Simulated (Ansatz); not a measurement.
CH5BBrOP, SMILES OB(P)CBr, a geometry optimisation

With Ansatz 0.2.0 through its Python package.

Input file `ch5bbrop.xyz`:
```text
10

O    -1.32820    0.11240    1.03560
B    -0.25050   -0.08450    0.12780
P     0.11450   -1.87600   -0.47620
C     0.75790    1.13770   -0.32150
Br   -0.34630    2.40170   -1.35230
H    -2.14430    0.34160    0.41950
H     1.35790   -1.98920    0.37570
H    -0.70390   -2.48660    0.49370
H     1.10680    1.63830    0.62470
H     1.51920    0.75340   -0.92410
```

Interactive session:
```pycon
>>> from dataclasses import dataclass
>>> import itertools
>>> import ansatz as az
>>> from ase.data import atomic_numbers, covalent_radii
>>> import numpy as np
>>> @dataclass(frozen=True)
... class Settings:
...     basis_set: str = "def2-SVP"
...     xc: str = "r2scan"
...
>>> cfg = Settings()
>>> system = az.Crystal.molecule_from_extxyz("ch5bbrop.xyz")
>>> job = (
...     system.calculation()
...     .basis(gaussian=cfg.basis_set)  # atom-centred Gaussian functions
...     .functional(cfg.xc)
... )
>>> symbols = [site.symbol for site in system.cartesian_sites]
>>> start = np.array([site.position_ang for site in system.cartesian_sites], dtype=float)
>>> data = job.relax(force_tolerance=0.01, max_steps=100).run(threads=1).report
>>> end = np.array(data["positions_ang"])
>>> print(f"E = {data['free_energy_ev']:.6f} eV = {data['free_energy_ev'] / 27.211386246:.7f} Ha")
E = -83161.321677 eV = -3056.1222029 Ha
>>> print("converged:", data["converged"], " doubts:", data["published_state_doubts"] or "none")
converged: True  doubts: none
>>> # pairs closer than 1.2 times the sum of covalent radii, before or after
>>> radius = [covalent_radii[atomic_numbers[s]] for s in symbols]
>>> span = lambda where, i, j: np.linalg.norm(where[i] - where[j])
>>> bonded = [(i, j) for i, j in itertools.combinations(range(len(symbols)), 2) if min(span(start, i, j), span(end, i, j)) < 1.2 * (radius[i] + radius[j])]
>>> print("pair        before    after (A)")
pair        before    after (A)
>>> for i, j in bonded:
...     print(f"{symbols[i]}{i}-{symbols[j]}{j}".ljust(10), f"{span(start, i, j):8.4f} {span(end, i, j):8.4f}")
...
O0-B1        1.4228   1.3457
O0-H5        1.0479   0.9767
B1-P2        1.9255   1.9350
B1-C3        1.6470   1.5863
P2-H6        1.5115   1.4266
P2-H7        1.4083   1.4246
C3-Br4       1.9696   1.9733
C3-H8        1.1259   1.1010
C3-H9        1.0442   1.1007
```

Notes:
- Total energies depend on the basis set; only differences at equal settings carry meaning.
- The end point is the stationary point reached from this start; no frequency run checks that it is a minimum, and the basis set is modest.
- Hardware and time: 4.5 min on 1 thread of Arm Neoverse N1, on a shared host, peak memory 0.27 GiB.
